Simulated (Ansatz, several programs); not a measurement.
KScSe2, ordered on the rocksalt lattice (P4/nmm) with 8 atoms a cell, relaxed with r2SCAN in Ansatz (plane waves, PAW): it is tetragonal, P4/nmm (No. 129); a = 4.178 Å, c = 12.188 Å in the conventional setting, 26.59 Å³ an atom. K has 6 Se at 3.06–3.50 Å; Se has 1 Sc at 2.44 Å and 5 K at 3.06–3.48 Å; Se has 5 Sc at 2.77–2.97 Å and 1 K at 3.50 Å; Sc has 6 Se at 2.44–2.97 Å. The cell was then scaled with its shape and fractional coordinates held, which makes it stiffer than a relaxed compression. Simulation only: spin-unpolarised, and no claim that this is the phase found in nature.

```tsv
V (Å³/atom)	E (meV/atom)
24.997	16.68
25.795	3.95
26.593	0.00
28.189	13.62
```

(1) Pass a cubic E = c₀ + c₁u + c₂u² + c₃u³, with u = V − 26.394 Å³, through these points.

(2) Where is the minimum, and what bulk modulus follows?

(3) Predict the energy and the pressure at the withheld volume, 27.391 Å³.

Results:

(1) c₀ = 0.23, c₁ = -2.366, c₂ = 6.184, c₃ = -0.3952 (meV and Å³).

(2) dE/du = 0 at u = +0.195, so V₀ = 26.59 Å³. B = V₀ d²E/dV² = 26.59 × (2c₂ + 6c₃u) = 26.59 × 11.905 = 317 meV/Å³, and 1 meV/Å³ is 0.16022 GPa: 51 GPa. A third-order Birch-Murnaghan fit to all five points gives 26.59 Å³ and 50 GPa.

(3) With u = +0.997: E ≈ 3.63 meV and P = −dE/dV ≈ -1.41 GPa. The run gives 3.59 meV and, from its stress, -1.40 GPa.
